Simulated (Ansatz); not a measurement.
# Cu2Ge3Mo: the cost of one run

Computed with Ansatz 0.2.0 (DFT PBE, scalar-relativistic, plane waves, PAW, unless a step's input says otherwise).

### Step 1. Starting point

Symmetry: P-4m2, No. 115, tetragonal system. The conventional cell has a = 3.597 Å, b = 3.597 Å, c = 7.925 Å, α = 90.00°, β = 90.00°, γ = 90.00°. Cu (site symmetry 2mm) is surrounded by 7 Ge at 2.70 to 2.79 Å and 2 Mo at 2.79 Å. Ge (site symmetry 2mm) is surrounded by 5 Cu at 2.70 to 2.76 Å. Ge (site symmetry -4m2) has 4 Mo at 2.54 Å and 4 Cu at 2.79 Å as nearest neighbours. Around Mo (site symmetry -4m2) lie 4 Ge at 2.54 Å and 4 Cu at 2.79 Å.

As a file:

```xyz
6
Lattice="3.5972 0.0000 0.0000 0.0000 3.5972 0.0000 0.0000 0.0000 7.9251" Properties=species:S:1:pos:R:3 pbc="T T T"
Cu    0.0000    1.7986    5.7972
Cu    1.7986    0.0000    2.1279
Ge    0.0000    1.7986    3.0393
Ge    1.7986    0.0000    4.8858
Ge    1.7986    1.7986    0.0000
Mo    0.0000    0.0000    0.0000
```

The cell is invented: species swapped into a database cell of Ti2CuSb3 (P-4m2, No. 115), with Cu on the Ti sites, Mo on the Cu sites and Ge on the Sb sites. Lengths come from tabulated atomic sizes and are only a guess.

### Step 2. A first look at the guess

File input.yaml:

```yaml
crystal:
  lattice:
    - [3.59724627, 0.0, 0.0]
    - [0.0, 3.59724627, 0.0]
    - [0.0, 0.0, 7.92507128]
  atoms:
    - { symbol: Cu, position: [0.0, 0.5, 0.73150003] }
    - { symbol: Cu, position: [0.5, 0.0, 0.26849997] }
    - { symbol: Ge, position: [0.0, 0.5, 0.38350001] }
    - { symbol: Ge, position: [0.5, 0.0, 0.61649999] }
    - { symbol: Ge, position: [0.5, 0.5, 0.0] }
    - { symbol: Mo, position: [0.0, 0.0, 0.0] }
basis:
  ecutwfc: 420
kpoints:
  mp_grid: { grid: [6, 6, 2] }
hamiltonian:
  xc: pbe
scf:
  occupations: { method: gaussian, width: 0.1 }
  lower_state_search: "off"
output:
  forces: true
  stress: true
  eigenvalues: true
```

Started as:

```console
$ ansatz run input.yaml --threads 1 --pin off --max-ram 2560MiB --backend cpu --events-out ev --progress --plain --runs-dir out
```

Q: Estimate wall time and peak memory on 1 thread of Arm Neoverse V2, shared host.

About 10 s, with a peak of 0.38 GiB.
